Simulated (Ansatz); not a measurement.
**ZrAg2: equation of state with PBE**

Crystal: ZrAg2.

```
Ag Zr
1.0
    -1.77167    1.77167    4.50492
     1.77167   -1.77167    4.50492
     1.77167    1.77167   -4.50492
Ag Zr
2 1
Direct
  0.32751 0.32751 0.00000
  0.67249 0.67249 0.00000
  0.00000 0.00000 0.00000
```

The cell comes from a database or a generator and needn't be the stable form of this composition.

* Program: Ansatz 0.2.0
* Task: equation of state
* Functional: PBE
* Potentials or basis: Ansatz PAW
* Cutoff: 420 eV
* Density cutoff: 1680 eV
* k mesh: 11 × 11 × 11
* Occupations: fermi-dirac, width 0.05 eV
* Spin: no spin polarisation

```
Equilibrium volume                        : 19.22 Å³/atom
Bulk modulus at fixed shape and positions : 111 GPa
Pressure derivative of the bulk modulus   : 5.0
```

Energy against volume, from the lowest point:
| volume (Å³/atom) | energy (meV/atom) |
| --- | --- |
| 17.722 | 47.39 |
| 18.099 | 25.42 |
| 18.476 | 10.72 |
| 18.853 | 2.48 |
| 19.231 | 0.00 |
| 19.608 | 2.63 |
| 19.985 | 9.80 |

All runs of the series together: 28 s on 2 threads of AMD EPYC 7B13 (Zen 3), on a shared host.

Caveat: the cell was scaled at fixed shape and fractional positions, which overstates the stiffness of a crystal with free parameters, most of all of layers and chains.
